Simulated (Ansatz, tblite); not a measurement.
**The cluster Zn9H26Se9: a ladder of methods and basis sets**

One table from this session's results is given with a row withheld; the runs are named, their logs left out.

Program: Ansatz 0.2.0, Gaussian basis. Level of theory: as each input shows. These are calculated values, not measurements.

Plan: GFN1-xTB, GFN2-xTB, PBE-D4/def2-TZVP, r2SCAN-D4/def2-TZVP, PBE-D4/def2-SVP, PBE0-D4/def2-SVP.

1 further run of the same task is left out (set aside as unsound or not needed).

## The relaxed structure

The singlet was relaxed beforehand with PBE-D4/def2-SVP.

44 atoms, charge 0, spin multiplicity 1.

Bond lengths: Se1–Zn2 2.483 Å, Se1–Zn10 2.532 Å, Se1–H19 1.483 Å, Zn2–Se5 2.626 Å, Zn2–H21 1.567 Å, Se3–Zn7 2.577 Å, Se3–H22 1.512 Å, Se3–H23 1.495 Å, Zn4–Se5 2.545 Å, Zn4–Se12 2.604 Å, Zn4–H24 1.639 Å, Zn4–H25 1.639 Å, Se5–Zn6 2.626 Å, Se5–Zn14 2.386 Å, Zn6–Se9 2.482 Å, Zn6–H26 1.567 Å, Zn7–Se8 2.576 Å, Zn7–Se15 2.648 Å and more. Angles: Zn2–Se1–Zn10 108.0°, Zn2–Se1–H19 105.0°, Zn10–Se1–H19 96.4°, Se1–Zn2–Se5 93.2°, Se1–Zn2–H21 129.9°, Se5–Zn2–H21 114.5°, Zn7–Se3–H22 95.1°, Zn7–Se3–H23 89.1°, H22–Se3–H23 88.9°, Se5–Zn4–Se12 96.5°, Se5–Zn4–H24 103.9°, Se5–Zn4–H25 103.9°, Se12–Zn4–H24 108.4°, Se12–Zn4–H25 108.4°, H24–Zn4–H25 130.3°, Zn2–Se5–Zn4 61.6°, Zn2–Se5–Zn6 104.0°, Zn2–Se5–Zn14 119.4° and more.

PBE0-D4/def2-TZVP was run before; its log isn't repeated, and its numbers join the tables.

Set-up of the first run:

Tight binding, by tblite at 300 K electronic temperature and without a spin-polarisation term:

```python
tblite.interface.Calculator('GFN1-xTB', numbers, positions, charge=0, uhf=0).singlepoint()
```

Tight binding, by tblite at 300 K electronic temperature and without a spin-polarisation term:

```python
tblite.interface.Calculator('GFN2-xTB', numbers, positions, charge=0, uhf=0).singlepoint()
```

start.molden holds the orbitals of an earlier run on this state, given as this run's starting guess.

in.yaml reads:

```yaml
crystal:
  periodic: [false, false, false]
  atoms:
    - {symbol: Se, position_ang: [1.288045, -3.287188, -0.906012]}
    - {symbol: Zn, position_ang: [-1.182770, -3.074866, -0.781308]}
    - {symbol: Se, position_ang: [-0.710496, -2.731295, 2.826530]}
    - {symbol: Zn, position_ang: [-1.661825, -0.963160, -2.305065]}
    - {symbol: Se, position_ang: [-1.073006, -0.620338, 0.146887]}
    - {symbol: Zn, position_ang: [-3.252480, 0.511033, -0.784410]}
    - {symbol: Zn, position_ang: [-0.870786, -0.498821, 4.103534]}
    - {symbol: Se, position_ang: [-2.725481, 0.747471, 2.821262]}
    - {symbol: Se, position_ang: [-2.199854, 2.755409, -0.913105]}
    - {symbol: Zn, position_ang: [2.228846, -2.868517, 1.406766]}
    - {symbol: Zn, position_ang: [2.913574, -0.299426, -3.024149]}
    - {symbol: Se, position_ang: [0.427125, 0.245335, -3.283714]}
    - {symbol: Se, position_ang: [3.158282, -0.490360, -0.557433]}
    - {symbol: Zn, position_ang: [0.994081, 0.569358, 0.073159]}
    - {symbol: Se, position_ang: [1.126188, 0.653708, 2.801944]}
    - {symbol: Zn, position_ang: [1.207581, 2.668368, -3.017398]}
    - {symbol: Se, position_ang: [1.155828, 2.975838, -0.551665]}
    - {symbol: Zn, position_ang: [-1.371823, 3.366486, 1.400788]}
    - {symbol: H, position_ang: [1.547437, -4.747630, -0.928167]}
    - {symbol: H, position_ang: [2.543331, -2.542310, -3.142371]}
    - {symbol: H, position_ang: [-2.237167, -3.992591, -0.072385]}
    - {symbol: H, position_ang: [-1.961318, -3.323481, 3.434989]}
    - {symbol: H, position_ang: [0.076137, -3.298835, 3.964694]}
    - {symbol: H, position_ang: [-1.480022, -2.576428, -2.530420]}
    - {symbol: H, position_ang: [-2.968931, -0.001787, -2.534594]}
    - {symbol: H, position_ang: [-4.576603, 0.056512, -0.080127]}
    - {symbol: H, position_ang: [-0.779704, -0.444273, 5.664198]}
    - {symbol: H, position_ang: [-3.861534, -0.045264, 3.426879]}
    - {symbol: H, position_ang: [-2.832461, 1.712952, 3.958273]}
    - {symbol: H, position_ang: [-0.914752, 3.477453, -3.141568]}
    - {symbol: H, position_ang: [-3.334368, 3.711026, -0.938660]}
    - {symbol: H, position_ang: [3.332457, -3.854062, 1.932290]}
    - {symbol: H, position_ang: [1.379935, -1.610843, 2.012378]}
    - {symbol: H, position_ang: [2.947458, -2.311881, -3.776984]}
    - {symbol: H, position_ang: [3.924596, 0.105915, -4.139785]}
    - {symbol: H, position_ang: [0.375263, 0.218672, -4.769392]}
    - {symbol: H, position_ang: [3.958300, 0.766982, -0.456695]}
    - {symbol: H, position_ang: [2.364081, 0.113504, 3.459693]}
    - {symbol: H, position_ang: [1.277015, 1.996417, 3.458740]}
    - {symbol: H, position_ang: [-0.510305, 3.713851, -3.773835]}
    - {symbol: H, position_ang: [2.072340, 3.334725, -4.130693]}
    - {symbol: H, position_ang: [2.644043, 3.044297, -0.444004]}
    - {symbol: H, position_ang: [-0.712561, 2.004431, 2.016203]}
    - {symbol: H, position_ang: [-1.675094, 4.818114, 1.917129]}
basis:
  gaussian: {orbitals: def2-TZVP, fitting: {mean_field: def2-universal-jkfit}, initial_orbitals: start.molden}
hamiltonian: {xc: pbe, dispersion: d4}
scf: {omitted_lower_state_checks: [starts]}
output: {orbitals: {seedname: orbitals}}
```

The run is started by

```sh
$ ansatz run in.yaml --threads 11 --pin off --events-out ev --progress --plain --max-ram 166912MiB --backend cuda --devices 0, --max-vram 75GiB
```

Among the steps run: PBE-D4/def2-TZVP; r2SCAN-D4/def2-TZVP; PBE-D4/def2-SVP; PBE0-D4/def2-SVP.

One of the session's tables, all rows but one given; the rest of the session is left out.

It belongs to the step «Binding energy». 

| level | binding an atom (eV) |
| --- | --- |
| PBE-D4/def2-SVP | 2.222 |
| PBE-D4/def2-TZVP | 2.141 |
| r2SCAN-D4/def2-TZVP | ? |
| PBE0-D4/def2-SVP | 2.200 |
| PBE0-D4/def2-TZVP | 2.137 |

Q: Estimate the row for r2SCAN-D4/def2-TZVP from the others.

**Answer.** binding an atom (eV): 2.194. In the column «binding an atom (eV)» it lies between PBE-D4/def2-TZVP (2.141) and PBE0-D4/def2-SVP (2.200).

Limits of these values: Free atoms were run apart at each level; binding is atoms less cluster, divided by the number of atoms, without zero-point or spin-orbit terms.
